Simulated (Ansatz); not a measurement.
Cd3Se:

```xyz
4
Lattice="-2.0410 2.0410 6.0871 2.0410 -2.0410 6.0871 2.0410 2.0410 -6.0871" Properties=species:S:1:pos:R:3 pbc="T T T"
Cd    0.0000    0.0000    6.0871
Cd    2.0410    0.0000    3.0435
Cd    0.0000    2.0410    3.0435
Se    0.0000    0.0000    0.0000
```

The cell comes from a database or a generator and needn't be the stable form of this composition.

Base run:

* Program: Ansatz 0.2.0
* Functional: PBEsol
* Potentials or basis: all-electron LAPW, scalar-relativistic
* Cutoff: 223 eV
* Density cutoff: 893 eV
* Basis error allowed: 0.002 eV/atom
* k mesh: 9 × 9 × 9
* Occupations: fermi-dirac, width 0.05 eV
* Spin: no spin polarisation

Its results: pressure -3.7 GPa.

**Question.** The run is repeated on the same cell with these changes: functional from PBEsol to LDA. What comes out?

**Answer.** Pressure -5.6 GPa.

LDA binds more tightly than PBEsol, so the same cell stands under less pressure.

Not every run made on this cell is shown here.
